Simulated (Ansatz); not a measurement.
Run this with Ansatz 0.2.0, Python API and show what comes out.

`dfpt_sn.py`
```python
# -*- coding: utf-8 -*-
"""Zone-centre and zone-boundary phonons of Sn by linear response."""

from dataclasses import dataclass
from pathlib import Path

import ansatz
import numpy as np


@dataclass(frozen=True)
class RunConfig:
    filling: str = "Marzari-Vanderbilt"
    width_ev: float = 0.05
    extra_bands: int = 8
    functional: str = "LDA"
    mesh: tuple[int, ...] = (8, 8, 8)


settings = RunConfig()


def main():
    structure = (
        ansatz.Lattice.of((0.0, 3.233343, 3.233343), (3.233343, 0.0, 3.233343), (3.233343, 3.233343, 0.0))
        .atom("Sn", (0.0, 0.0, 0.0))
        .atom("Sn", (0.25, 0.25, 0.25))
    )

    job = (
        structure.calculation()
        .occupations(settings.filling, width=settings.width_ev)
        .scf(extra_bands=settings.extra_bands)
        .accuracy("low")
        .functional(settings.functional)
        .kpoints(*settings.mesh)
        .phonons("dfpt", points=[(0, 0, 0), (0.5, 0.5, 0.5)])
    )
    res = job.run(threads=1, pin="off", runs_dir="runs")
    ph = res.phonons

    for q in ph.qpoints:
        print("q =", np.round(q.q_frac, 3), "1/cm:", " ".join(f"{w:.1f}" for w in q.omega_inv_cm))


if __name__ == "__main__":
    main()
```

```console
$ python dfpt_sn.py
DeckWarning: basis.ecutwfc = 420 eV, auto-derived from the records' recommended cutoffs: set by Sn (normal level)
q = [0. 0. 0.] 1/cm: -0.0 -0.0 0.0 194.1 194.1 194.1
q = [0.5 0.5 0.5] 1/cm: 31.5 31.5 134.8 160.2 187.9 187.9
```
(Warnings from the package without file and line.)

The settings weren't tested for convergence. The cell isn't relaxed first, so the values belong to this volume. For a metal this k-point mesh is coarse: on a finer one energies can move by several to tens of meV an atom and pressures by half a GPa or more, differences at one mesh by less. The structure is taken as given; imaginary modes can come from an unrelaxed or unstable start. Phonons of metals also depend on mesh and smearing. It ran for 38 s on 1 thread of Arm Neoverse V1, with other jobs on the host, peak memory 0.82 GiB.
